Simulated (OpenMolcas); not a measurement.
# Ce²⁺ among point charges: CASSCF and CASPT2 levels and susceptibility

Aim: the splitting of the states of Ce²⁺ in the field of 2 point charges, its lowest levels with spin-orbit coupling and its magnetic susceptibility.

Program: OpenMolcas 26.06. Level of theory: state-averaged CASSCF and CASPT2, spin-orbit coupling by RASSI with atomic mean-field integrals. These are calculated values, not measurements, unless marked.

## (1) Starting point

```
Species                           : Ce²⁺ (cerium, Z = 58, 56 electrons)
Basis                             : ANO-RCC-VDZP [7s6p4d2f1g], 68 functions
Scalar Hamiltonian                : DKH2, point nucleus
Inactive shells                   : 1s 2s 2p 3s 3p 3d 4s 4p 4d 5s 5p
Active space                      : 2 electrons in 7 orbitals (4f)
Some configurations of this space : 4f²
Orbitals                          : optimised for the highest spin of each parity, averaged over all roots
```

The outer shells:

4f2
```
4f [↑ ][↑ ][  ][  ][  ][  ][  ]
```

The ion sits among 2 point charges of -1.5 e arranged as a linear pair (D∞h), 2.87 Å from the ion.

The work runs as a chain of OpenMolcas steps in one folder; each step below is one input file. Labels, J, g values, rates, χT and fits are worked out afterwards by a script from the matrices that RASSI stores. The input lists half of the charges; inversion (Group=XYZ) makes the rest.

## (2) GATEWAY and SEWARD: basis and integrals

Contents of a.inp:

```
&GATEWAY
Coord
1

Ce 0.0 0.0 0.0
Basis=ANO-RCC-VDZP
Group=XYZ
NoMove
AngMom=0.0 0.0 0.0
AMFI
XField
1 Angstrom 0
0.000000 0.000000 2.870000 -1.500000
&SEWARD
```

## (3) CASSCF: triplets of even parity, 21 roots

Contents of a.inp:

```
&RASSCF
FileOrb=start.orb
Symmetry=1
Spin=3
nActEl=2 0 0
Inactive=15 12
Ras2=0 7
CIRoot=21 21 1
SDav=21
CIMx=300
Iter=120 100
PrWF=0.3
OrbListing=Nothing
MaxOrb=0
>>> COPY $Project.JobIph JOB001
```

start.orb holds the contracted functions of the basis, ordered by shell, or the orbitals of the step before.

## (4) CASSCF: singlets of even parity, 28 roots

Contents of a.inp:

```
&RASSCF
FileOrb=start.orb
Symmetry=1
Spin=1
nActEl=2 0 0
Inactive=15 12
Ras2=0 7
CIRoot=28 28 1
SDav=28
CIMx=300
Iter=120 100
PrWF=0.3
OrbListing=Nothing
MaxOrb=0
CIOnly
>>> COPY $Project.JobIph JOB002
```

## (5) State interaction with spin-orbit coupling

Contents of a.inp:

```
&RASSI
NrOfJobIphs=2 21 27
1 2 3 4 5 6 7 8 9 10 11 12 13 14 15 16 17 18 19 20 21
1 2 3 4 5 6 7 8 9 10 11 12 13 14 15 16 17 18 19 20 21 22 23 24 25 26 27
IphNames
JOB001
JOB002
EJob
SpinOrbit
DIPRint=1.0
SOCoupling=1000.0
Subsets=2
Property=9
'ANGMOM' 1 'ANGMOM' 2 'ANGMOM' 3 'MLTPL  1' 1 'MLTPL  1' 2 'MLTPL  1' 3
'AMFI' 1 'AMFI' 2 'AMFI' 3
SOProperty=3
'ANGMOM' 1 'ANGMOM' 2 'ANGMOM' 3
```

## (6) CASPT2: IPEA 0.25, imaginary shift 0.1 (closed shells correlated: 5s 5p)

Contents of a.inp:

```
>>> COPY JOB001 $Project.JobIph
&CASPT2
Multistate=21 1 2 3 4 5 6 7 8 9 10 11 12 13 14 15 16 17 18 19 20 21
NoMult
Frozen=14 9
IPEA=0.25
Imaginary=0.1
MaxIter=60
WThr=0.0 0.3 0.05
PrWF=0.5
NoMix
>>> COPY JOB002 $Project.JobIph
&CASPT2
Multistate=27 1 2 3 4 5 6 7 8 9 10 11 12 13 14 15 16 17 18 19 20 21 22
23 24 25 26 27
NoMult
Frozen=14 9
IPEA=0.25
Imaginary=0.1
MaxIter=60
WThr=0.0 0.3 0.05
PrWF=0.5
NoMix
```

(Steps that only read results are left out.)

Q: Predict the outcome of this session. Wanted: spin-free ground state; first state of the same spin within the active space; lowest level; next level.

As calculated:

```
                                            quantity                                                                        value
                                              method  SS-CASPT2, IPEA 0.25, imaginary shift 0.1 (closed shells correlated: 5s 5p)
                              spin-free ground state                                               3H, 2-fold in its orbital part
first state of the same spin within the active space                                                          3Gamma at 1250 cm⁻¹
                                        lowest level                                                 2-fold, g = 0.00, 0.00, 6.17
                                          next level                                                                  1327.4 cm⁻¹
                                         χT at 300 K                                                               1.38 cm³ K/mol
                           effective moment at 300 K                                                                      3.33 μB
```

Cost by method:

```tsv
method	time of its own steps	time with the reference
A. CASSCF	14 s	14 s
B. SS-CASPT2, IPEA 0.25, imaginary shift 0.1, +5s 5p	15 s	29 s
```

Times are of one thread on a shared host.

What this shows: The spin-free ground state (3H) comes to 100 % from free-ion H terms and keeps the highest spin of the shell. The singlets rest on orbitals optimised for another spin in at least one step, which raises them against the optimised states. Not all states of the active space went into the spin-orbit step. CASPT2 does not keep the components of a term degenerate, and the means are used. Point charges carry no covalency, so the field is a model and not that of real ligands.
